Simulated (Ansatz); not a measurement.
# CdTe with a defect (H on a Te site): a single-point run

The task is a single point on CdTe with a defect (H on a Te site) that gives the gradients at the nuclei.

The COD entry's cell or inner coordinates are ideal or old and differ from later refinements, so a difference from it is no clean test against experiment.

Method: DFT, PBE, plane-wave PAW, default files, scalar-relativistic, in Ansatz 0.2.0.

## (1) The system as given

Symmetry: F-43m, No. 216, cubic system. Conventional cell: a = 19.230 Å, b = 19.230 Å, c = 19.230 Å, α = 90.00°, β = 90.00°, γ = 90.00°. Cd (site symmetry 3m) has 1 H at 2.78 Å and 3 Te at 2.78 Å as nearest neighbours. Around Cd (site symmetry 2mm) lie 4 Te at 2.78 Å. Cd (site symmetry m) is surrounded by 4 Te at 2.78 Å. Cd (site symmetry -43m) is surrounded by 4 Te at 2.78 Å. Cd (site symmetry 3m) is surrounded by 4 Te at 2.78 Å. H (site symmetry -43m) is surrounded by 4 Cd at 2.78 Å. Te (site symmetry m) is surrounded by 4 Cd at 2.78 Å. Te (site symmetry 3m) has 4 Cd at 2.78 Å as nearest neighbours. Only part of the 10 independent sites is listed.

The input asks for a charge of +1 e on the cell.

As a file:

```xyz
54
Lattice="0.0000 9.6150 9.6150 9.6150 0.0000 9.6150 9.6150 9.6150 0.0000" Properties=species:S:1:pos:R:3 pbc="T T T"
Cd    0.0000    0.0000    0.0000
Cd    3.2050    3.2050    0.0000
Cd    6.4100    6.4100    0.0000
Cd    3.2050    0.0000    3.2050
Cd    6.4100    3.2050    3.2050
Cd    9.6150    6.4100    3.2050
Cd    6.4100    0.0000    6.4100
Cd    9.6150    3.2050    6.4100
Cd   12.8200    6.4100    6.4100
Cd    0.0000    3.2050    3.2050
Cd    3.2050    6.4100    3.2050
Cd    6.4100    9.6150    3.2050
Cd    3.2050    3.2050    6.4100
Cd    6.4100    6.4100    6.4100
Cd    9.6150    9.6150    6.4100
Cd    6.4100    3.2050    9.6150
Cd    9.6150    6.4100    9.6150
Cd   12.8200    9.6150    9.6150
Cd    0.0000    6.4100    6.4100
Cd    3.2050    9.6150    6.4100
Cd    6.4100   12.8200    6.4100
Cd    3.2050    6.4100    9.6150
Cd    6.4100    9.6150    9.6150
Cd    9.6150   12.8200    9.6150
Cd    6.4100    6.4100   12.8200
Cd    9.6150    9.6150   12.8200
Cd   12.8200   12.8200   12.8200
H     1.6025    1.6025    1.6025
Te    4.8075    4.8075    1.6025
Te    8.0125    8.0125    1.6025
Te    4.8075    1.6025    4.8075
Te    8.0125    4.8075    4.8075
Te   11.2175    8.0125    4.8075
Te    8.0125    1.6025    8.0125
Te   11.2175    4.8075    8.0125
Te   14.4225    8.0125    8.0125
Te    1.6025    4.8075    4.8075
Te    4.8075    8.0125    4.8075
Te    8.0125   11.2175    4.8075
Te    4.8075    4.8075    8.0125
Te    8.0125    8.0125    8.0125
Te   11.2175   11.2175    8.0125
Te    8.0125    4.8075   11.2175
Te   11.2175    8.0125   11.2175
Te   14.4225   11.2175   11.2175
Te    1.6025    8.0125    8.0125
Te    4.8075   11.2175    8.0125
Te    8.0125   14.4225    8.0125
Te    4.8075    8.0125   11.2175
Te    8.0125   11.2175   11.2175
Te   11.2175   14.4225   11.2175
Te    8.0125    8.0125   14.4225
Te   11.2175   11.2175   14.4225
Te   14.4225   14.4225   14.4225
```

## (2) The run

Contents of input.yaml:

```yaml
crystal:
  lattice:
    - [0.0, 9.615, 9.615]
    - [9.615, 0.0, 9.615]
    - [9.615, 9.615, 0.0]
  atoms:
    - { symbol: Cd, position: [0.0, 0.0, 0.0] }
    - { symbol: Cd, position: [0.0, 0.0, 0.3333333333] }
    - { symbol: Cd, position: [0.0, 0.0, 0.6666666667] }
    - { symbol: Cd, position: [0.0, 0.3333333333, 0.0] }
    - { symbol: Cd, position: [0.0, 0.3333333333, 0.3333333333] }
    - { symbol: Cd, position: [0.0, 0.3333333333, 0.6666666667] }
    - { symbol: Cd, position: [0.0, 0.6666666667, 0.0] }
    - { symbol: Cd, position: [0.0, 0.6666666667, 0.3333333333] }
    - { symbol: Cd, position: [0.0, 0.6666666667, 0.6666666667] }
    - { symbol: Cd, position: [0.3333333333, 0.0, 0.0] }
    - { symbol: Cd, position: [0.3333333333, 0.0, 0.3333333333] }
    - { symbol: Cd, position: [0.3333333333, 0.0, 0.6666666667] }
    - { symbol: Cd, position: [0.3333333333, 0.3333333333, 0.0] }
    - { symbol: Cd, position: [0.3333333333, 0.3333333333, 0.3333333333] }
    - { symbol: Cd, position: [0.3333333333, 0.3333333333, 0.6666666667] }
    - { symbol: Cd, position: [0.3333333333, 0.6666666667, 0.0] }
    - { symbol: Cd, position: [0.3333333333, 0.6666666667, 0.3333333333] }
    - { symbol: Cd, position: [0.3333333333, 0.6666666667, 0.6666666667] }
    - { symbol: Cd, position: [0.6666666667, 0.0, 0.0] }
    - { symbol: Cd, position: [0.6666666667, 0.0, 0.3333333333] }
    - { symbol: Cd, position: [0.6666666667, 0.0, 0.6666666667] }
    - { symbol: Cd, position: [0.6666666667, 0.3333333333, 0.0] }
    - { symbol: Cd, position: [0.6666666667, 0.3333333333, 0.3333333333] }
    - { symbol: Cd, position: [0.6666666667, 0.3333333333, 0.6666666667] }
    - { symbol: Cd, position: [0.6666666667, 0.6666666667, 0.0] }
    - { symbol: Cd, position: [0.6666666667, 0.6666666667, 0.3333333333] }
    - { symbol: Cd, position: [0.6666666667, 0.6666666667, 0.6666666667] }
    - { symbol: H, position: [0.0833333333, 0.0833333333, 0.0833333333] }
    - { symbol: Te, position: [0.0833333333, 0.0833333333, 0.4166666667] }
    - { symbol: Te, position: [0.0833333333, 0.0833333333, 0.75] }
    - { symbol: Te, position: [0.0833333333, 0.4166666667, 0.0833333333] }
    - { symbol: Te, position: [0.0833333333, 0.4166666667, 0.4166666667] }
    - { symbol: Te, position: [0.0833333333, 0.4166666667, 0.75] }
    - { symbol: Te, position: [0.0833333333, 0.75, 0.0833333333] }
    - { symbol: Te, position: [0.0833333333, 0.75, 0.4166666667] }
    - { symbol: Te, position: [0.0833333333, 0.75, 0.75] }
    - { symbol: Te, position: [0.4166666667, 0.0833333333, 0.0833333333] }
    - { symbol: Te, position: [0.4166666667, 0.0833333333, 0.4166666667] }
    - { symbol: Te, position: [0.4166666667, 0.0833333333, 0.75] }
    - { symbol: Te, position: [0.4166666667, 0.4166666667, 0.0833333333] }
    - { symbol: Te, position: [0.4166666667, 0.4166666667, 0.4166666667] }
    - { symbol: Te, position: [0.4166666667, 0.4166666667, 0.75] }
    - { symbol: Te, position: [0.4166666667, 0.75, 0.0833333333] }
    - { symbol: Te, position: [0.4166666667, 0.75, 0.4166666667] }
    - { symbol: Te, position: [0.4166666667, 0.75, 0.75] }
    - { symbol: Te, position: [0.75, 0.0833333333, 0.0833333333] }
    - { symbol: Te, position: [0.75, 0.0833333333, 0.4166666667] }
    - { symbol: Te, position: [0.75, 0.0833333333, 0.75] }
    - { symbol: Te, position: [0.75, 0.4166666667, 0.0833333333] }
    - { symbol: Te, position: [0.75, 0.4166666667, 0.4166666667] }
    - { symbol: Te, position: [0.75, 0.4166666667, 0.75] }
    - { symbol: Te, position: [0.75, 0.75, 0.0833333333] }
    - { symbol: Te, position: [0.75, 0.75, 0.4166666667] }
    - { symbol: Te, position: [0.75, 0.75, 0.75] }
total_charge: 1
kpoints:
  mp_grid: { grid: [2, 2, 2] }
scf:
  occupations: { method: fermi_dirac, width: 0.01 }
  convergence: { dr2_threshold: 1.0e-14 }
  max_iter: 60
hamiltonian:
  xc: pbe
  pseudopotentials: { kind: paw }
output:
  forces: true
  stress: true
  populations: true
  efg:
    quadrupole_moments_barn: { H: 0.00285783 }
    contact_densities: true
```

Command:

```console
ansatz run input.yaml --threads 4 --pin off --max-ram 10240MiB --backend cpu --events-out ev --progress --plain --runs-dir out
```

**Question.** How will this run end, and is anything wrong with its input?

The program finished normally, with warnings (gradients without spin orbit, slots ram shed). Convergence says nothing about whether the input makes sense.

In the input, scf.convergence.dr2_threshold is 1.0e-14. The risk: threshold needlessly tight. Once met, so tight a threshold does no harm; it costs cycles.

Run again and compare: delete scf.convergence.dr2_threshold (the default then holds).
